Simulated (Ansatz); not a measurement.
# C2H5AlBrF: up Jacob's ladder to CCSD(T)

An exercise on one series of results from a longer session: the logs are not shown, and one member is left open.

Method: functionals in def2-TZVPP, the program's frozen cores in correlated methods; program: Ansatz 0.2.0, Gaussian basis.

Levels to be run: LDA (SPW92), PBE-D4, revPBE-D4, BLYP-D4, r2SCAN-D4, B97M-V, PBE0-D4, B3LYP-D4, r2SCANh-D4, r2SCAN0-D4, HSE06-D4, BHLYP-D4, CAM-B3LYP-D4, LC-ωPBE, ωB97X-V, ωB97M-V, B2PLYP, PBE-QIDH; CCSD(T)/def2-SVP; CCSD(T)/def2-TZVPP; MP2/def2-QZVPP; extrapolation to the limit; RPA on PBE.

## The relaxed structure

The geometry comes from an earlier relaxation with PBE0-D4 in a triple-zeta def2 set; it is a stationary point, not always the lowest conformer.

SMILES `C[CH2][Al]([F])[Br]`, 10 atoms, charge 0, spin multiplicity 1.

Atoms are counted from 1 here; the program's logs count them from 0.

Bond lengths: C1–C2 1.527 Å, C1–H6 1.093 Å, C1–H7 1.092 Å, C1–H8 1.092 Å, C2–Al3 1.939 Å, C2–H9 1.097 Å, C2–H10 1.097 Å, Al3–F4 1.646 Å, Al3–Br5 2.250 Å. Angles: C2–C1–H6 111.4°, C2–C1–H7 111.7°, C2–C1–H8 111.7°, H6–C1–H7 107.5°, H6–C1–H8 107.5°, H7–C1–H8 106.7°, C1–C2–Al3 116.0°, C1–C2–H9 110.8°, C1–C2–H10 110.8°, Al3–C2–H9 106.9°, Al3–C2–H10 107.0°, H9–C2–H10 104.7°, C2–Al3–F4 120.8°, C2–Al3–Br5 123.0°, F4–Al3–Br5 116.2°.

Geometry (Å):

```mol
C2H5AlBrF
  3D, bonds by distance, orders not assigned

 10  9  0  0  0  0  0  0  0  0999 V2000
   -0.3919    0.6697    1.0741 C   0  0
    0.6503    0.3057    0.0185 C   0  0
    0.1003   -1.0050   -1.3007 Al  0  0
    1.1309   -1.4884   -2.4898 F   0  0
   -1.9422   -1.9476   -1.3114 Br  0  0
   -0.0057    1.4123    1.7776 H   0  0
   -1.2964    1.0847    0.6234 H   0  0
   -0.7013   -0.2022    1.6550 H   0  0
    0.9747    1.1972   -0.5326 H   0  0
    1.5643   -0.0777    0.4888 H   0  0
  1  2  8  0
  2  3  8  0
  3  4  8  0
  3  5  8  0
  1  6  8  0
  1  7  8  0
  1  8  8  0
  2  9  8  0
  2 10  8  0
M  END
```

The first run:

Contents of in.yaml:

```yaml
crystal:
  periodic: [false, false, false]
  atoms:
    - {symbol: C, position_ang: [-0.391949, 0.669744, 1.074056]}
    - {symbol: C, position_ang: [0.650304, 0.305736, 0.018469]}
    - {symbol: Al, position_ang: [0.100344, -1.005041, -1.300674]}
    - {symbol: F, position_ang: [1.130855, -1.488372, -2.489779]}
    - {symbol: Br, position_ang: [-1.942201, -1.947604, -1.311446]}
    - {symbol: H, position_ang: [-0.005702, 1.412267, 1.777637]}
    - {symbol: H, position_ang: [-1.296433, 1.084721, 0.623437]}
    - {symbol: H, position_ang: [-0.701254, -0.202189, 1.654952]}
    - {symbol: H, position_ang: [0.974749, 1.197223, -0.532587]}
    - {symbol: H, position_ang: [1.564286, -0.077684, 0.488836]}
basis:
  gaussian: {orbitals: def2-TZVPP}
hamiltonian: {xc: lda}
output: {orbitals: {seedname: orbitals}}
```

On the command line:

```sh
> ansatz run in.yaml --threads 4 --pin off --events-out ev --progress --plain --max-ram 10444MiB
```

Steps of the session up to this table: LDA; PBE-D4 (GGA); revPBE-D4 (GGA); BLYP-D4 (GGA); r2SCAN-D4 (meta-GGA); B97M-V (meta-GGA); B3LYP-D4 (hybrid); r2SCANh-D4 (hybrid); r2SCAN0-D4 (hybrid); HSE06-D4 (hybrid); BHLYP-D4 (hybrid); CAM-B3LYP-D4 (range-separated); LC-ωPBE (range-separated); ωB97X-V (range-separated); ωB97M-V (range-separated); B2PLYP (double hybrid); PBE-QIDH (double hybrid).

One of the session's tables, all rows but one given; the rest of the session is left out.

It belongs to the step «Frontier levels by functional». 

| functional | HOMO (eV) | gap (eV) |
| --- | --- | --- |
| LDA (SPW92) | -7.20 | 5.46 |
| PBE-D4 | -7.06 | 5.58 |
| revPBE-D4 | -7.00 | 5.65 |
| BLYP-D4 | -6.93 | 5.56 |
| r2SCAN-D4 | -7.31 | 6.17 |
| B97M-V | -7.38 | 6.11 |
| PBE0-D4 | -8.32 | 7.62 |
| B3LYP-D4 | -8.11 | 7.18 |
| r2SCANh-D4 | -7.78 | 6.90 |
| r2SCAN0-D4 | -8.49 | 7.98 |
| HSE06-D4 | -7.92 | 6.85 |
| BHLYP-D4 | -9.49 | 9.55 |
| CAM-B3LYP-D4 | -9.68 | 9.90 |
| LC-ωPBE | -11.02 | 12.37 |
| ωB97X-V | -10.66 | 11.87 |
| ωB97M-V | ? | ? |

Estimate the missing values for ωB97M-V.

The run gave: HOMO (eV): -10.51; gap (eV): 11.42. In the column «HOMO (eV)» it lies between ωB97X-V (-10.66) and CAM-B3LYP-D4 (-9.68).
